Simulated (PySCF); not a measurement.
# RuF₃⁺: a ladder of methods

How much do the numbers for RuF₃⁺ (singlet) hang on the method? All levels run at one geometry, the PBE0 minimum.

Method: several methods, basis Ru def2-TZVP with ECP28, F def2-TZVP, scalar-relativistic core potentials, no spin–orbit coupling, density fitting; program: PySCF 2.14.0.

### 1 The system as given

4 atoms, charge 1, spin multiplicity 1.

Bond lengths: Ru1–F2 1.765 Å, Ru1–F3 1.765 Å, Ru1–F4 1.765 Å. Angles: F2–Ru1–F3 120.0°, F2–Ru1–F4 120.0°, F3–Ru1–F4 120.0°.

Coordinates in bohr (charge 1 multiplicity 1):
```
Ru    0.0000    0.0000    0.0000
F     3.3356    0.0000    0.0000
F    -1.6678    2.8887    0.0000
F    -1.6678   -2.8887    0.0000
```

### 2 PBE0

One driver script runs all steps and calls PySCF; scf.py shows the equivalent input of each level. Each SCF starts from the density of the minimum. The driver also runs the species with one electron less or more at the same geometry (one less: multiplicity 2, one more: multiplicity 2); their logs are not shown.

Contents of scf.py:

```python
from pyscf import gto, scf, dft
mol = gto.M(atom='''
Ru    -0.000000     0.000000    -0.000000
F      1.765130    -0.000023     0.000000
F     -0.882545     1.528659    -0.000000
F     -0.882585    -1.528636     0.000000''',
    basis={'Ru': 'def2-TZVP', 'F': 'def2-TZVP'},
    ecp={'Ru': 'def2-TZVP'},
    charge=1, spin=0)
mf = dft.RKS(mol, xc='PBE0')
mf.grids.atom_grid = (99, 590)
aux = {'Ru': 'def2-universal-JKFIT', 'F': 'def2-universal-JKFIT'}
mf = mf.density_fit(auxbasis=aux)
mf.kernel()
```

### 3 HF

scf.py, as its differences from that of step 2:

```diff
@@ -10,2 +10 @@
-mf = dft.RKS(mol, xc='PBE0')
-mf.grids.atom_grid = (99, 590)
+mf = scf.RHF(mol)
```

### 4 MP2

scf.py, as its differences from that of step 3:

```diff
@@ -13,0 +14,2 @@
+from pyscf.mp import dfmp2
+dfmp2.DFMP2(mf, frozen=3).kernel()  # the driver gives MP2 a fitting basis of its own (RI)
```

### 5 PBE

scf.py, as its differences from that of step 4:

```diff
@@ -10 +10,2 @@
-mf = scf.RHF(mol)
+mf = dft.RKS(mol, xc='PBE')
+mf.grids.atom_grid = (99, 590)
@@ -14,2 +14,0 @@
-from pyscf.mp import dfmp2
-dfmp2.DFMP2(mf, frozen=3).kernel()  # the driver gives MP2 a fitting basis of its own (RI)
```

### 6 r2SCAN

scf.py, as its differences from that of step 5:

```diff
@@ -10 +10 @@
-mf = dft.RKS(mol, xc='PBE')
+mf = dft.RKS(mol, xc='R2SCAN')
```

### 7 B3LYP

scf.py, as its differences from that of step 6:

```diff
@@ -10 +10 @@
-mf = dft.RKS(mol, xc='R2SCAN')
+mf = dft.RKS(mol, xc='B3LYP')
```

### 8 TPSSh

scf.py, as its differences from that of step 7:

```diff
@@ -10 +10 @@
-mf = dft.RKS(mol, xc='B3LYP')
+mf = dft.RKS(mol, xc='TPSSH')
```

### 9 BHandHLYP

scf.py, as its differences from that of step 8:

```diff
@@ -10 +10 @@
-mf = dft.RKS(mol, xc='TPSSH')
+mf = dft.RKS(mol, xc='BHANDHLYP')
```

### 10 revPBE

scf.py, as its differences from that of step 9:

```diff
@@ -10 +10 @@
-mf = dft.RKS(mol, xc='BHANDHLYP')
+mf = dft.RKS(mol, xc='PBE_R,PBE')
```

(Steps that only read results are left out.)

What does the calculation give? Wanted: vertical ionisation energy, range; vertical electron affinity, range; orbital gap, range.

**Answer**, as computed:

```
                         quantity                                value
vertical ionisation energy, range      17.26 (revPBE) to 20.47 (HF) eV
vertical electron affinity, range  10.72 (PBE) to 11.49 (BHandHLYP) eV
               orbital gap, range      -0.84 (revPBE) to 13.07 (HF) eV
```

The vertical ionisation energy spreads over 3.22 eV, from revPBE to HF; without a CCSD(T) value for it there is no yardstick here. A negative gap means that an empty level lies below a filled one. Spin contamination is strong in at least one of the open-shell species at PBE, r2SCAN, revPBE. Spin polarisation would lower this closed shell, so its numbers describe a constrained state.
